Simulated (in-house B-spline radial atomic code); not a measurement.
# Excited states and polarisability of Sn³²⁺ by several methods

The task here is to estimate one member of a computed series from the others.

Method: linear response of a closed shell, each method with its own adiabatic kernel; spin-free one-electron X2C, finite nucleus; B-spline basis; no spin-orbit coupling, no double excitations; only terms of natural parity, (−1)^L, with L up to 3 are computed. Code: in-house B-spline radial atomic code version 1.

**The system**

- element: tin (Z = 50)
- charge: +32
- configuration: [Ne] 3s2 3p6
- runs: TDHF; PBE; B3LYP; B97-1; BHandHLYP; ωB97X

The outer shells:

Sn³²⁺
```
[Ne] core
3s [↑↓]
3p [↑↓][↑↓][↑↓]
```

Set-up of the first run:

Settings of the run:

```ini
Z = 50
electrons = 18.0
configuration = [Ne] 3s2 3p6
hamiltonian = x2c
method = hf
box_radius = 3.84
rms_radius = 4.6519
intervals = 65
```

On the command line:

```sh
> python run_td.py task.json out
```

task.json lists these runs, among others, and the program works through them in turn.

Steps of the session up to this table: TDHF.

One table of the session follows, with a row left open; its other results are not shown here.

It belongs to the step «TDHF». The states in eV; those that feel the box are left out:

```
   state  full (eV)  Tamm-Dancoff (eV)
3p→3d ³P     165.33             165.71
3p→3d ³F     170.18             171.26
3p→3d ¹F     182.10             182.27
3p→3d ¹P     217.82             223.26
3s→3d ³D     331.92             332.03
3s→3d ¹D     345.45             345.64
3p→4s ³P     948.31             948.35
3p→4s ¹P     952.19             952.24
3p→4p ³S     997.20             997.26
3p→4p ³D     1005.1             1005.1
3p→4p ¹D          ?                  ?
3p→4p ¹S     1025.2             1025.7
3p→4d ³P     1074.8             1074.9
3p→4d ³F     1078.3             1078.3
```

Q: Estimate the row for 3p→4p ¹D from the others.

As computed: full (eV): 1007.8; Tamm-Dancoff (eV): 1007.8. In the column «full (eV)» it lies between 3p→4p ³D (1005.1) and 3p→4p ¹S (1025.2).
